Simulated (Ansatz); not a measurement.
**BH₄NSSi: small, medium and large basis sets**

Aim: see how fast density functionals converge with the basis set for BH₄NSSi.

Method: one geometry, several basis sets; program: Ansatz 0.2.0, Gaussian basis.

The runs, in order: PBE0-D4/def2-SVP; ωB97M-V/def2-SVP; PBE0-D4/def2-QZVPP; ωB97M-V/def2-QZVPP; the functionals' def2-TZVPP values are taken from earlier runs.

### Step 1. The geometry

The geometry comes from an earlier relaxation with PBE0-D4 in a triple-zeta def2 set; it is a stationary point, not always the lowest conformer.

8 atoms, charge 0, spin multiplicity 1.

Atoms are counted from 1 here; the program's logs count them from 0.

Bond lengths: S1–B2 1.781 Å, S1–H5 1.347 Å, B2–N3 1.387 Å, B2–Si4 1.921 Å, N3–Si4 1.750 Å, N3–H6 1.008 Å, Si4–H7 1.485 Å, Si4–H8 1.485 Å. Angles: B2–S1–H5 97.6°, S1–B2–N3 140.6°, S1–B2–Si4 158.0°, N3–B2–Si4 61.4°, B2–N3–Si4 74.5°, B2–N3–H6 138.0°, Si4–N3–H6 147.5°, B2–Si4–N3 44.1°, B2–Si4–H7 125.0°, B2–Si4–H8 125.0°, N3–Si4–H7 115.8°, N3–Si4–H8 115.8°, H7–Si4–H8 109.9°.

### Step 2. PBE0-D4 in def2-SVP

Contents of in.yaml:

```yaml
crystal:
  periodic: [false, false, false]
  atoms:
    - {symbol: S, position_ang: [-0.755611, 2.043501, -1.141934]}
    - {symbol: B, position_ang: [-0.297916, 0.516978, -0.345906]}
    - {symbol: N, position_ang: [0.762486, -0.059163, 0.337426]}
    - {symbol: Si, position_ang: [-0.481143, -1.289246, 0.283212]}
    - {symbol: H, position_ang: [0.389377, 2.714690, -0.911219]}
    - {symbol: H, position_ang: [1.689832, 0.199223, 0.636099]}
    - {symbol: H, position_ang: [-1.060512, -1.679801, 1.593472]}
    - {symbol: H, position_ang: [-0.154412, -2.503282, -0.506950]}
basis:
  gaussian: {orbitals: def2-SVP}
hamiltonian: {xc: pbe0, dispersion: d4}
output: {orbitals: {seedname: orbitals}}
```

Launch:

```
> ansatz run in.yaml --threads 2 --pin off --events-out ev --progress --plain --max-ram 4352MiB
```

Further steps of the session: ωB97M-V in def2-SVP; PBE0-D4 in def2-QZVPP; ωB97M-V in def2-QZVPP.

Before running them: what should the planned runs give, taken together? Wanted: PBE0-D4: double and triple zeta above quadruple; ωB97M-V: double and triple zeta above quadruple.

As calculated:

| quantity | value |
| --- | --- |
| PBE0-D4: double and triple zeta above quadruple | 9.71, 0.73 eV |
| ωB97M-V: double and triple zeta above quadruple | 9.73, 0.68 eV |

In words: PBE0-D4 gains 8.99 eV from double to triple zeta, then 0.73 eV more. Total energies overstate the basis error of differences, where much of it tends to cancel. The LUMO of ωB97M-V is positive and keeps falling with the basis (1.95 to 1.01 eV): an unbound level that the basis holds in place.
